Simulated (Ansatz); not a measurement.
# BPd: the cost of one run

Program: Ansatz 0.2.0. Level of theory: DFT PBE, scalar-relativistic, plane waves, PAW. These are calculated values, not measurements.

2 further runs of the same task are left out: 1 that didn't finish, 1 set aside as unsound or not needed.

## Step 1: Starting point

Symmetry: P4/mmm, No. 123, tetragonal system. Conventional cell: a = 2.474 Å, b = 2.474 Å, c = 3.498 Å, α = 90.00°, β = 90.00°, γ = 90.00°. B (site symmetry 4/mmm) is surrounded by 8 Pd at 2.47 Å and 4 B at 2.47 Å. Pd (site symmetry 4/mmm) has 8 B at 2.47 Å and 4 Pd at 2.47 Å as nearest neighbours.

As a file:

```
CELL_PARAMETERS angstrom
2.47372 0.00000 0.00000
0.00000 2.47372 0.00000
0.00000 0.00000 3.49837
ATOMIC_POSITIONS crystal
B 0.50000 0.50000 0.50000
Pd 0.00000 0.00000 0.00000
```

The cell is invented: ordered superstructure of fcc (P4/mmm, No. 123). Its size is a rough estimate.

## Step 2: A first look at the guess

Contents of input.yaml:

```yaml
crystal:
  lattice:
    - [2.47371956, 0.0, 0.0]
    - [0.0, 2.47371956, 0.0]
    - [0.0, 0.0, 3.49836774]
  atoms:
    - { symbol: B, position: [0.5, 0.5, 0.5] }
    - { symbol: Pd, position: [0.0, 0.0, 0.0] }
basis:
  ecutwfc: 420
kpoints:
  mp_grid: { grid: [8, 8, 6] }
hamiltonian:
  xc: pbe
scf:
  occupations: { method: gaussian, width: 0.1 }
  lower_state_search: "off"
output:
  forces: true
  stress: true
  eigenvalues: true
```

Command:

```
$ ansatz run input.yaml --threads 1 --pin off --max-ram 2048MiB --backend cpu --events-out ev --progress --plain --runs-dir out
```

Q: Estimate wall time and peak memory on 1 thread of Arm Neoverse V2, shared host.

About 1.1 s, with a peak of 0.27 GiB.
